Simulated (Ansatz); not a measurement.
**C₂H₆O₂SSi: a ladder of functionals and wavefunction methods**

An exercise on one series of results from a longer session: the logs are not shown, and one member is left open.

The runs use Ansatz 0.2.0, Gaussian basis; functionals in def2-TZVPP, the program's frozen cores in correlated methods.

Plan: PBE-D4, r2SCAN-D4, PBE0-D4, B3LYP-D4, ωB97X-V, ωB97M-V, B2PLYP; CCSD(T)/def2-TZVPP; MP2/def2-QZVPP; extrapolation to the limit.

### The relaxed structure

All runs share one geometry, relaxed beforehand with PBE0-D4 in a triple-zeta def2 set.

SMILES `O/C([SiH3])=C(\O)S`, 12 atoms, charge 0, spin multiplicity 1.

Atoms are counted from 1 here; the program's logs count them from 0.

Bond lengths: O1–C2 1.382 Å, O1–H7 0.960 Å, C2–Si3 1.865 Å, C2–C4 1.341 Å, Si3–H8 1.497 Å, Si3–H9 1.483 Å, Si3–H10 1.484 Å, C4–O5 1.351 Å, C4–S6 1.745 Å, O5–H11 0.968 Å, S6–H12 1.348 Å. Angles: C2–O1–H7 109.6°, O1–C2–Si3 121.5°, O1–C2–C4 115.3°, Si3–C2–C4 123.2°, C2–Si3–H8 103.6°, C2–Si3–H9 112.6°, C2–Si3–H10 113.9°, H8–Si3–H9 108.5°, H8–Si3–H10 107.8°, H9–Si3–H10 109.9°, C2–C4–O5 123.6°, C2–C4–S6 119.7°, O5–C4–S6 116.6°, C4–O5–H11 107.1°, C4–S6–H12 97.4°.

Set-up of the first run:

Contents of in.yaml:

```yaml
crystal:
  periodic: [false, false, false]
  atoms:
    - {symbol: O, position_ang: [0.068075, -1.282107, -1.344554]}
    - {symbol: C, position_ang: [0.057805, -0.285889, -0.386864]}
    - {symbol: Si, position_ang: [1.592870, 0.155437, 0.575930]}
    - {symbol: C, position_ang: [-1.126043, 0.316672, -0.199804]}
    - {symbol: O, position_ang: [-2.256209, -0.040058, -0.847501]}
    - {symbol: S, position_ang: [-1.225997, 1.723460, 0.827050]}
    - {symbol: H, position_ang: [0.928367, -1.707869, -1.356991]}
    - {symbol: H, position_ang: [2.606227, -0.836214, 0.096475]}
    - {symbol: H, position_ang: [1.417893, -0.018733, 2.037933]}
    - {symbol: H, position_ang: [2.114892, 1.514330, 0.287588]}
    - {symbol: H, position_ang: [-2.036941, -0.801043, -1.403672]}
    - {symbol: H, position_ang: [-2.063838, 1.206914, 1.748108]}
basis:
  gaussian: {orbitals: def2-TZVPP}
hamiltonian: {xc: pbe, dispersion: d4}
output: {forces: true, orbitals: {seedname: orbitals}}
```

Started as:

```sh
> ansatz run in.yaml --threads 2 --pin off --events-out ev --progress --plain --max-ram 22528MiB --backend cuda --devices 0, --max-vram 18GiB
```

Steps of the session up to this table: PBE-D4 (GGA); r2SCAN-D4 (meta-GGA); PBE0-D4 (hybrid); B3LYP-D4 (hybrid); ωB97X-V (range-separated); ωB97M-V (range-separated); B2PLYP (double hybrid); CCSD(T) in def2-TZVPP; MP2 in def2-QZVPP.

One table of the session follows, with a row left open; its other results are not shown here.

| method | atomisation energy (kJ/mol) |
| --- | --- |
| PBE-D4 | 4474.9 |
| r2SCAN-D4 | 4370.6 |
| PBE0-D4 | 4355.9 |
| B3LYP-D4 | 4336.4 |
| ωB97X-V | 4364.8 |
| ωB97M-V | 4367.9 |
| B2PLYP | 4282.8 |
| HF/def2-TZVPP | 2965.5 |
| MP2/def2-TZVPP | 4313.6 |
| CCSD/def2-TZVPP | 4126.0 |
| CCSD(T)/def2-TZVPP | 4214.2 |
| MP2/CBS | ? |
| CCSD(T)/CBS | 4351.3 |

Estimate the missing values for MP2/CBS.

**Answer.** atomisation energy (kJ/mol): 4450.7. In the column «atomisation energy (kJ/mol)» it lies between r2SCAN-D4 (4370.6) and PBE-D4 (4474.9).
